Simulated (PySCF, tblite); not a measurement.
# C8H8O: a rotation path, then NMR shifts on frames, part 2 of 2

tblite 0.8.0 and PySCF 2.14.0. Atoms count from 0.

### 5 Shielding tensors: image 4, PBE0/pcSseg-1

The job: settings as JSON, then the geometry in Å.

```
{"job": {"kind": "nmr", "xc": "PBE0", "basis": "pcSseg-1", "pop": false}, "charge": 0, "multiplicity": 1}
C     -0.876000     1.331200    -1.412500
C     -0.706200     0.105400    -0.915700
C     -0.979500    -1.163800    -1.588700
C     -0.647400    -2.163900    -0.756700
C     -0.149300    -1.599500     0.489300
C     -0.182200    -0.254700     0.413700
C      0.209200     0.729000     1.453000
C      1.663200     1.133300     1.392000
O     -0.564400     1.166100     2.267300
H     -0.643300     2.218700    -0.847200
H     -1.262300     1.478300    -2.408000
H     -1.381100    -1.232500    -2.581500
H     -0.724000    -3.219900    -0.941600
H      0.179600    -2.184800     1.329000
H      1.894500     1.840000     2.185000
H      1.874000     1.581300     0.422500
H      2.288200     0.248000     1.490000
```

With the program's defaults for keys left out, this is: GIAO PBE0/pcSseg-1 NMR shielding, non-relativistic, gas phase.

Output:

```text
coarse grid: 14736 points
cycle   1  E = -384.1251469220  dE =  1.607e+00  |g| = 8.134e-01  |ddm| = 4.038e+00
cycle   2  E = -383.7515478328  dE =  3.736e-01  |g| = 1.616e+00  |ddm| = 2.908e+00
cycle   3  E = -384.2565087274  dE = -5.050e-01  |g| = 1.937e-01  |ddm| = 2.218e+00
cycle   4  E = -384.2649061980  dE = -8.397e-03  |g| = 6.484e-02  |ddm| = 2.514e-01
cycle   5  E = -384.2656365267  dE = -7.303e-04  |g| = 3.340e-02  |ddm| = 8.557e-02
cycle   6  E = -384.2659041602  dE = -2.676e-04  |g| = 5.988e-03  |ddm| = 2.939e-02
cycle   7  E = -384.2659111247  dE = -6.965e-06  |g| = 2.856e-03  |ddm| = 7.364e-03
final grid: 143848 points
cycle   8  E = -384.3303411456  dE = -1.520e-05  |g| = 1.402e-02  |ddm| = 4.289e-02
cycle   9  E = -384.3302266341  dE =  1.145e-04  |g| = 2.761e-02  |ddm| = 3.789e-02
cycle  10  E = -384.3303822178  dE = -1.556e-04  |g| = 2.646e-03  |ddm| = 2.654e-02
cycle  11  E = -384.3303837848  dE = -1.567e-06  |g| = 2.489e-04  |ddm| = 2.215e-03
cycle  12  E = -384.3303837938  dE = -9.033e-09  |g| = 1.650e-04  |ddm| = 5.051e-04
cycle  13  E = -384.3303838005  dE = -6.678e-09  |g| = 3.384e-05  |ddm| = 1.942e-04
cycle  14  E = -384.3303838008  dE = -2.625e-10  |g| = 9.441e-06  |ddm| = 3.917e-05
converged SCF energy = -384.3303838008

GIAO shielding tensors (ppm)
atom      isotropic    diamagn.    paramagn.     s11        s22        s33       span
  0 C       53.353     254.310    -200.958    -42.577     36.737    165.898    208.474
  1 C       27.889     257.692    -229.802    -74.719     23.507    134.880    209.598
  2 C       57.243     250.600    -193.357    -45.517     73.132    144.116    189.632
  3 C       47.577     254.573    -206.996    -56.615     51.513    147.834    204.449
  4 C       51.457     250.013    -198.556    -39.599     49.222    144.748    184.347
  5 C       40.145     265.638    -225.492    -58.123     51.252    127.306    185.428
  6 C      -24.708     242.704    -267.412   -111.395    -62.509     99.780    211.176
  7 C      148.364     253.737    -105.373    121.301    133.289    190.502     69.201
  8 O     -398.581     397.834    -796.415  -1075.760   -454.181    334.199   1409.960
  9 H       25.601      31.942      -6.341     23.112     24.181     29.508      6.396
 10 H       25.431      29.127      -3.696     23.425     24.222     28.646      5.221
 11 H       25.450      31.499      -6.049     24.451     24.774     27.123      2.672
 12 H       25.085      30.798      -5.713     24.006     24.350     26.900      2.894
 13 H       25.338      33.135      -7.797     23.429     24.495     28.091      4.662
 14 H       29.501      29.036       0.465     26.769     26.961     34.775      8.006
 15 H       29.227      31.122      -1.895     26.256     30.122     31.304      5.048
 16 H       29.159      30.211      -1.052     25.905     29.703     31.870      5.964
```

Run time: 30 s. Hardware: 1 thread of Intel Xeon Platinum 8488C, shared host; peak memory 0.87 GiB.

In short: δ C6 211.6, C1 159.0, C5 146.8, C3 139.3, H12 6.63, H13 6.38 ppm.

### 6 Shielding tensors: image 6, PBE0/pcSseg-1

The job: settings as JSON, then the geometry in Å.

```
{"job": {"kind": "nmr", "xc": "PBE0", "basis": "pcSseg-1", "pop": false}, "charge": 0, "multiplicity": 1}
C     -0.499100     1.266700    -1.453200
C     -0.492900     0.053700    -0.897500
C     -0.925100    -1.168200    -1.576600
C     -0.866200    -2.191100    -0.705400
C     -0.397000    -1.690200     0.569400
C     -0.158800    -0.356800     0.479100
C      0.360800     0.457700     1.588400
C      1.452900     1.444800     1.243800
O     -0.019600     0.293900     2.726600
H     -0.240300     2.166500    -0.922800
H     -0.780900     1.395300    -2.485600
H     -1.265500    -1.184600    -2.594700
H     -1.120200    -3.218900    -0.891200
H     -0.235400    -2.298500     1.441100
H      1.789800     1.946800     2.147100
H      1.106300     2.186500     0.531700
H      2.284300     0.908600     0.789800
```

Method: GIAO PBE0/pcSseg-1 NMR shielding, non-relativistic, gas phase.

Output:

```text
coarse grid: 14736 points
cycle   1  E = -384.1292881442  dE =  1.607e+00  |g| = 8.133e-01  |ddm| = 4.045e+00
cycle   2  E = -383.7381244079  dE =  3.912e-01  |g| = 1.630e+00  |ddm| = 3.235e+00
cycle   3  E = -384.2609385907  dE = -5.228e-01  |g| = 1.931e-01  |ddm| = 2.524e+00
cycle   4  E = -384.2691905098  dE = -8.252e-03  |g| = 6.740e-02  |ddm| = 2.583e-01
cycle   5  E = -384.2700288780  dE = -8.384e-04  |g| = 3.282e-02  |ddm| = 9.060e-02
cycle   6  E = -384.2702846688  dE = -2.558e-04  |g| = 5.729e-03  |ddm| = 2.837e-02
cycle   7  E = -384.2702908143  dE = -6.146e-06  |g| = 2.824e-03  |ddm| = 7.237e-03
final grid: 143848 points
cycle   8  E = -384.3350397763  dE = -1.680e-05  |g| = 1.422e-02  |ddm| = 4.856e-02
cycle   9  E = -384.3349232337  dE =  1.165e-04  |g| = 2.795e-02  |ddm| = 3.972e-02
cycle  10  E = -384.3350816238  dE = -1.584e-04  |g| = 2.692e-03  |ddm| = 2.887e-02
cycle  11  E = -384.3350832345  dE = -1.611e-06  |g| = 3.146e-04  |ddm| = 2.287e-03
cycle  12  E = -384.3350832501  dE = -1.567e-08  |g| = 2.003e-04  |ddm| = 6.007e-04
cycle  13  E = -384.3350832600  dE = -9.895e-09  |g| = 4.440e-05  |ddm| = 2.362e-04
cycle  14  E = -384.3350832605  dE = -4.541e-10  |g| = 1.970e-05  |ddm| = 6.322e-05
converged SCF energy = -384.3350832605

GIAO shielding tensors (ppm)
atom      isotropic    diamagn.    paramagn.     s11        s22        s33       span
  0 C       51.534     254.889    -203.355    -42.079     32.033    164.647    206.726
  1 C       30.416     257.220    -226.804    -75.529     24.389    142.388    217.917
  2 C       50.939     250.567    -199.628    -52.935     66.571    139.181    192.116
  3 C       48.385     255.084    -206.699    -54.410     48.293    151.272    205.682
  4 C       39.173     249.584    -210.412    -54.971     29.826    142.664    197.635
  5 C       42.891     262.245    -219.355    -58.504     53.843    133.333    191.837
  6 C      -12.961     242.859    -255.820   -102.046    -38.974    102.137    204.183
  7 C      151.638     253.868    -102.229    131.042    136.959    186.914     55.871
  8 O     -337.082     397.945    -735.027   -929.012   -405.732    323.497   1252.509
  9 H       25.128      32.355      -7.228     22.555     24.298     28.530      5.976
 10 H       25.294      29.376      -4.082     23.112     24.237     28.532      5.421
 11 H       25.327      31.572      -6.246     23.927     24.785     27.268      3.341
 12 H       24.991      30.758      -5.767     23.942     24.061     26.971      3.029
 13 H       24.489      32.853      -8.363     21.969     24.125     27.375      5.406
 14 H       29.441      28.939       0.502     25.994     27.776     34.552      8.559
 15 H       29.192      32.074      -2.882     24.820     30.229     32.529      7.709
 16 H       29.369      30.589      -1.220     26.634     29.049     32.424      5.790
```

Wall time 32 s (1 thread of Intel Xeon Platinum 8488C, shared host); peak memory 0.87 GiB.

This run: δ C6 199.9, C1 156.5, C4 147.8, C5 144.0, H13 7.23, H12 6.73 ppm.

### 7 Nuclear shieldings: image 8, PBE0/pcSseg-1

The job: settings as JSON, then the geometry in Å.

```
{"job": {"kind": "nmr", "xc": "PBE0", "basis": "pcSseg-1", "pop": false}, "charge": 0, "multiplicity": 1}
C     -0.114200     1.132300    -1.585600
C     -0.340800    -0.009400    -0.930700
C     -1.025200    -1.151500    -1.540300
C     -1.104200    -2.147700    -0.638300
C     -0.483300    -1.708000     0.585200
C     -0.015800    -0.434000     0.444800
C      0.662700     0.259100     1.542700
C      1.154100     1.669300     1.315500
O      0.826500    -0.292200     2.613500
H      0.385000     1.982700    -1.160100
H     -0.441100     1.238600    -2.608200
H     -1.389400    -1.148000    -2.551000
H     -1.548100    -3.116500    -0.776700
H     -0.399200    -2.296700     1.480700
H      1.629600     2.027100     2.225600
H      0.318500     2.320400     1.069300
H      1.877700     1.686500     0.503800
```

Level: GIAO PBE0/pcSseg-1 NMR shielding, non-relativistic, gas phase.

Output:

```text
coarse grid: 14736 points
cycle   1  E = -384.1320615616  dE =  1.602e+00  |g| = 8.155e-01  |ddm| = 4.084e+00
cycle   2  E = -381.9658597056  dE =  2.166e+00  |g| = 2.489e+00  |ddm| = 3.035e+00
cycle   3  E = -384.1385441687  dE = -2.173e+00  |g| = 6.713e-01  |ddm| = 2.910e+00
cycle   4  E = -384.2607870933  dE = -1.222e-01  |g| = 2.199e-01  |ddm| = 7.143e-01
cycle   5  E = -384.2639173505  dE = -3.130e-03  |g| = 1.890e-01  |ddm| = 3.291e-01
cycle   6  E = -384.2736469790  dE = -9.730e-03  |g| = 4.102e-02  |ddm| = 2.080e-01
cycle   7  E = -384.2740424002  dE = -3.954e-04  |g| = 1.886e-02  |ddm| = 5.506e-02
cycle   8  E = -384.2741315660  dE = -8.917e-05  |g| = 5.889e-03  |ddm| = 2.354e-02
cycle   9  E = -384.2741404078  dE = -8.842e-06  |g| = 1.814e-03  |ddm| = 8.114e-03
final grid: 143848 points
cycle  10  E = -384.3394915913  dE = -3.417e-05  |g| = 1.340e-02  |ddm| = 5.385e-02
cycle  11  E = -384.3394031667  dE =  8.842e-05  |g| = 2.513e-02  |ddm| = 3.952e-02
cycle  12  E = -384.3395289150  dE = -1.257e-04  |g| = 3.094e-03  |ddm| = 2.941e-02
cycle  13  E = -384.3395308891  dE = -1.974e-06  |g| = 3.516e-04  |ddm| = 3.417e-03
cycle  14  E = -384.3395309091  dE = -2.005e-08  |g| = 2.394e-04  |ddm| = 6.713e-04
cycle  15  E = -384.3395309236  dE = -1.451e-08  |g| = 3.765e-05  |ddm| = 2.727e-04
cycle  16  E = -384.3395309239  dE = -2.834e-10  |g| = 1.662e-05  |ddm| = 4.745e-05
converged SCF energy = -384.3395309239

GIAO shielding tensors (ppm)
atom      isotropic    diamagn.    paramagn.     s11        s22        s33       span
  0 C       49.928     255.050    -205.122    -41.520     27.962    163.341    204.861
  1 C       30.820     256.410    -225.590    -75.460     23.833    144.087    219.547
  2 C       46.690     250.566    -203.877    -56.899     63.157    133.811    190.710
  3 C       49.259     255.432    -206.172    -53.142     46.945    153.975    207.117
  4 C       30.108     249.578    -219.469    -69.519     14.004    145.840    215.359
  5 C       49.194     259.235    -210.040    -47.559     62.310    132.832    180.391
  6 C       -6.414     242.858    -249.272    -95.798    -25.957    102.512    198.310
  7 C      154.976     254.693     -99.717    136.448    144.221    184.261     47.813
  8 O     -300.672     399.155    -699.828   -853.908   -369.877    321.768   1175.676
  9 H       24.868      32.817      -7.949     22.757     23.744     28.102      5.344
 10 H       25.289      29.467      -4.178     23.502     23.793     28.572      5.070
 11 H       25.274      31.568      -6.294     24.004     24.402     27.417      3.412
 12 H       24.924      30.787      -5.863     23.724     23.949     27.100      3.377
 13 H       23.631      33.269      -9.638     21.907     22.157     26.829      4.922
 14 H       29.467      28.696       0.771     25.937     28.068     34.395      8.459
 15 H       29.143      31.578      -2.435     25.625     29.841     31.963      6.339
 16 H       29.141      31.583      -2.442     25.619     29.844     31.960      6.341
```

It took 32 s on 1 thread of Intel Xeon Platinum 8488C, shared host; peak memory 0.87 GiB.

Key values: δ C6 193.3, C4 156.8, C1 156.1, C2 140.2, H13 8.09, H9 6.85 ppm.

### 8 Run by run: NMR shifts

Shifts (ppm) of some atoms, chosen among heavy atoms and hydrogens apart, with basis size and wall time:

| frame | C6 | C4 | C0 | C5 | H9 | H13 | O8 | functions | time |
| --- | --- | --- | --- | --- | --- | --- | --- | --- | --- |
| image 0 | 197.6 | 149.7 | 148.8 | 134.7 | 8.15 | 7.32 | 633.3 | 193 | 29 s |
| image 2 | 202.7 | 142.1 | 141.6 | 142.6 | 6.86 | 6.94 | 680.5 | 193 | 28 s |
| image 4 | 211.6 | 135.5 | 133.6 | 146.8 | 6.12 | 6.38 | 734.7 | 193 | 30 s |
| image 6 | 199.9 | 147.8 | 135.4 | 144.0 | 6.59 | 7.23 | 673.2 | 193 | 32 s |
| image 8 | 193.3 | 156.8 | 137.0 | 137.7 | 6.85 | 8.09 | 636.8 | 193 | 32 s |

### 9 Summary of results

The summary covers parts 1 to 2.

| quantity | value |
| --- | --- |
| barrier | 0.232 eV (5.4 kcal/mol) at image 4 |
| end to end (GFN2-xTB) | 0.130 eV |
| 13C shifts against TMS (PBE0/pcSseg-1, image 0) | 197.6, 155.3, 149.7, 148.8, 139.5, 136.6, 134.7, 29.8 ppm |
| 1H shifts against TMS (PBE0/pcSseg-1, image 0) | 8.15, 7.32, 6.80, 6.65, 6.61, 2.71, 2.71, 2.00 ppm |
| 17O shifts against H2O (PBE0/pcSseg-1, image 0) | 633.3 ppm |
| range of the shift of O8 | 633.3 to 734.7 ppm |

Along the band the dihedral turns by 180°, and the top (dihedral 269°) lies 5.4 kcal/mol above the start (GFN2-xTB, rough), so at room temperature this motion is fast. The top was not checked by a frequency run. Shifts at one fixed geometry are not the observed spectrum, which averages over the motion. In the first frame run (image 0): The largest span, 1241 ppm, is at O8, where the paramagnetic term is -700 ppm. Across the 5 runs the shift of O8 moves most, between 633.3 (image 0) and 734.7 ppm (image 4).
